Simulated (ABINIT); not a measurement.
Crystal: Cu3O2.

```
Cu O
1.0
    -2.02298    2.02298    3.67362
     2.02298   -2.02298    3.67362
     2.02298    2.02298   -3.67362
Cu O
3 2
Direct
  0.00000 0.00000 0.00000
  0.75000 0.25000 0.50000
  0.25000 0.75000 0.50000
  0.50000 0.00000 0.50000
  0.00000 0.50000 0.50000
```

The cell comes from a database or a generator and needn't be the stable form of this composition.

```yaml
Program: ABINIT 10.8.3 (patched build)
Task: relaxation of cell and atoms
Functional: PBEsol
Potentials_or_basis: JTH PAW PBE v2.0
Cutoff: 707 eV
k_mesh: 5 × 5 × 5
Occupations: fermi-dirac, width 0.05 eV
Spin: no spin polarisation
```

At the start: pressure -5.5 GPa; volume 12.03 Å³/atom.

Q: Where does the relaxation end?

A: Over 5 steps the energy falls by 8.7 meV/atom and the volume is 11.50 Å³/atom (-4.4 %); space group I4/mmm (No. 139, to 0.05 Å).

The path:
| step | energy change (eV) | largest force (eV/Å) | pressure (GPa) | volume (Å³) |
| --- | --- | --- | --- | --- |
| 1 | 0.0000 | 0.0000 | -5.47 | 60.14 |
| 2 | -0.0279 | 0.0000 | -2.97 | 59.14 |
| 3 | -0.0406 | 0.0000 | -0.13 | 57.90 |
| 4 | -0.0428 | 0.0000 | 0.13 | 57.63 |
| 5 | -0.0436 | 0.0000 | 0.00 | 57.50 |

Final structure:
```
Cu O
1.0
    -1.98722    1.98722    3.63990
     1.98722   -1.98722    3.63990
     1.98722    1.98722   -3.63990
Cu O
3 2
Direct
  0.00000 0.00000 0.00000
  0.75000 0.25000 0.50000
  0.25000 0.75000 0.50000
  0.50000 0.00000 0.50000
  0.00000 0.50000 0.50000
```

Caveat: the k mesh is coarse (spacing up to 0.44 Å⁻¹), so the values aren't converged; the PAW data sets were made with another functional, which shifts forces and pressure a little; an odd number of electrons without spin polarisation forces a metal; a magnetic or distorted state may lie lower; the run has no spin polarisation, though such a crystal can be magnetic.
